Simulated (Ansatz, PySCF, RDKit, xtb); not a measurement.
**Which structure has the formula CHSe?**

Only the formula CHSe is given (odd number of electrons). Aim: find the structure of lowest free energy at 298.15 K, then its properties.

Plan: many cheap relaxations first (GFN2-xTB), then density-functional screening, relaxation at PBE0-D4/def2-TZVP, vibrations and a final energy. The numbers are computed, not measured.

3 further runs of the same task are left out: 3 set aside as unsound or not needed.

**1. Possible bonding patterns**

All bonding patterns within simple valence rules are listed by program: one Lewis structure each, at most two rings and one unusual centre or charged pair. O–O, O–halogen and N–halogen bonds and N–N–N chains are not drawn. That gives 2 candidates.

| label | SMILES | spin |
| --- | --- | --- |
| c156 | [CH]=[Se] | doublet |
| c499 | [C]#[SeH] | doublet |

Candidates are built by distance geometry, with a force field where one applies, in up to four conformers (letters a to d). 2 starts with atoms placed at random are added, to find patterns that the rules miss.

**Question.** With final energies at CCSD(T)/def2-TZVPP, which structure will this search put lowest in free energy, and by what margin?

| quantity | value |
| --- | --- |
| lowest structure found | [CH]=[Se], doublet, Cs |
| next finalist | [C]#[SeH], doublet, 38.4 kcal/mol higher in G |
| share at equilibrium, among the finalists | 100.0 % |
| harmonic wavenumbers, lowest and highest (PBE0-D4/def2-TZVP) | 777 and 3148 cm⁻¹ |
| rotational constants, same geometry | 30.08, 0.4843, 0.4766 cm⁻¹ |
| dipole moment (PBE0/def2-TZVPD) | 0.90 D |
| HOMO energy (highest over α and β) (PBE0/def2-TZVPD) | -6.01 eV |
| LUMO energy (lowest over α and β) (PBE0/def2-TZVPD) | -2.81 eV |
| lowest excitation (TD-CAM-B3LYP/def2-SVPD) | 1.01 eV (f = 0.000) |
| vertical ionisation energy (to the singlet cation) | 8.55 eV |
| vertical electron affinity | 0.45 eV |
| vertical quartet less doublet | +2.74 eV |

`[CH]=[Se]` comes out lowest. The margin of 38.4 kcal/mol over the next finalist is beyond the usual error of the last level; it says nothing of structures that weren't ranked. GFN2-xTB, HF/STO-3G, r2SCAN-D4/def2-SVP, PBE0-D4/def2-TZVP, HF/def2-TZVPP and MP2/def2-TZVPP already put its bonding pattern lowest among the structures in one piece. A large T1 diagnostic among the finalists warns that one reference determinant may not suffice. It concerns: the winner. The stability test raises a flag; for an open shell a flag towards a general spinor solution can be the free rotation of the spin. The search is not exhaustive (a finite list of starts, one conformer a finalist), so a lower isomer can't be ruled out.
